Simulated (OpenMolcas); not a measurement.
# Mo⁴⁺ among point charges: CASSCF and CASPT2 levels and susceptibility

How does a field of 5 point charges split the states of Mo⁴⁺, and what χT follows?

The numbers are computed with OpenMolcas 26.06 (state-averaged CASSCF and CASPT2, spin-orbit coupling by RASSI with atomic mean-field integrals), except any that are marked as measured or tabulated.

## 1. What is computed

| Property | Result |
| --- | --- |
| Species | Mo⁴⁺ (molybdenum, Z = 42, 38 electrons) |
| Basis | ANO-RCC-VDZP [6s5p3d1f], 43 functions |
| Scalar Hamiltonian | DKH2, point nucleus |
| Inactive shells | 1s 2s 2p 3s 3p 3d 4s 4p |
| Active space | 2 electrons in 5 orbitals (4d) |
| Some configurations of this space | 4d2 |
| Orbitals | optimised for each spin and parity, averaged over all roots |

Outer shells as boxes (Hund's rule):

4d2
```
4d [↑ ][↑ ][  ][  ][  ]
```

The ion sits among 5 point charges of -1.6 e arranged as a square pyramid (C4v), 2.22 Å from the ion, with the axial distance 1.976 Å.

Each step is its own input file, run in one work folder so that later steps find the files of earlier ones. Labels, J, g values, rates, χT and fits are worked out afterwards by a script from the matrices that RASSI stores.

## 2. One- and two-electron integrals

The input, a.inp:

```
&GATEWAY
Coord
1

Mo 0.0 0.0 0.0
Basis=ANO-RCC-VDZP
Group=NoSym
NoMove
AngMom=0.0 0.0 0.0
AMFI
XField
5 Angstrom 0
2.220000 0.000000 0.000000 -1.600000
0.000000 2.220000 0.000000 -1.600000
-2.220000 0.000000 0.000000 -1.600000
0.000000 -2.220000 0.000000 -1.600000
0.000000 0.000000 1.975800 -1.600000
&SEWARD
```

## 3. CASSCF: triplets, 10 roots

The input, a.inp:

```
&RASSCF
FileOrb=start.orb
Symmetry=1
Spin=3
nActEl=2 0 0
Inactive=18
Ras2=5
CIRoot=10 10 1
SDav=10
CIMx=300
Iter=120 100
PrWF=0.3
OrbListing=Nothing
MaxOrb=0
>>> COPY $Project.JobIph JOB001
```

start.orb holds the contracted functions of the basis, ordered by shell, or the orbitals of the step before.

## 4. Reference wave functions, singlets, 15 roots

The input, a.inp:

```
&RASSCF
FileOrb=start.orb
Symmetry=1
Spin=1
nActEl=2 0 0
Inactive=18
Ras2=5
CIRoot=15 15 1
SDav=15
CIMx=300
Iter=120 100
PrWF=0.3
OrbListing=Nothing
MaxOrb=0
>>> COPY $Project.JobIph JOB002
```

## 5. State interaction with spin-orbit coupling

The input, a.inp:

```
&RASSI
NrOfJobIphs=2 10 15
1 2 3 4 5 6 7 8 9 10
1 2 3 4 5 6 7 8 9 10 11 12 13 14 15
IphNames
JOB001
JOB002
EJob
SpinOrbit
DIPRint=1.0
SOCoupling=1000.0
Subsets=2
Property=9
'ANGMOM' 1 'ANGMOM' 2 'ANGMOM' 3 'MLTPL  1' 1 'MLTPL  1' 2 'MLTPL  1' 3
'AMFI' 1 'AMFI' 2 'AMFI' 3
SOProperty=3
'ANGMOM' 1 'ANGMOM' 2 'ANGMOM' 3
```

## 6. CASPT2: IPEA 0.25, imaginary shift 0.1 (closed shells correlated: 4s 4p)

The input, a.inp:

```
>>> COPY JOB001 $Project.JobIph
&CASPT2
Multistate=10 1 2 3 4 5 6 7 8 9 10
NoMult
Frozen=14
IPEA=0.25
Imaginary=0.1
MaxIter=60
WThr=0.0 0.3 0.05
PrWF=0.5
NoMix
>>> COPY JOB002 $Project.JobIph
&CASPT2
Multistate=15 1 2 3 4 5 6 7 8 9 10 11 12 13 14 15
NoMult
Frozen=14
IPEA=0.25
Imaginary=0.1
MaxIter=60
WThr=0.0 0.3 0.05
PrWF=0.5
NoMix
```

(Steps that only read results are left out.)

**Question.** What will these runs give? Wanted: spin-free ground state; first state of the same spin within the active space; lowest level; next level.

**Answer**, as computed:

| quantity | value |
| --- | --- |
| method | SS-CASPT2, IPEA 0.25, imaginary shift 0.1 (closed shells correlated: 4s 4p) |
| spin-free ground state | triplet, 1-fold in its orbital part |
| first state of the same spin within the active space | triplet at 1670 cm⁻¹ |
| lowest level | 1-fold |
| next level | 408.2 cm⁻¹ |
| χT at 300 K | 0.20 cm³ K/mol |
| effective moment at 300 K | 1.28 μB |

Cost by method:

| method | time of its own steps | time with the reference |
| --- | --- | --- |
| A. CASSCF | 5.2 s | 5.2 s |
| B. SS-CASPT2, IPEA 0.25, imaginary shift 0.1, +4s 4p | 2.5 s | 7.7 s |

Times are of one thread on a shared host.

**Reading.** The spin-free ground state (triplet) comes to 95 % from free-ion F terms and keeps the highest spin of the shell. χT at 300 K is 0.20, against 1.00 cm³ K/mol for the spin alone, so spin-orbit coupling lowers it. The field of point charges can differ much from that of real complexes. This is an electrostatic model: the charges have no orbitals.
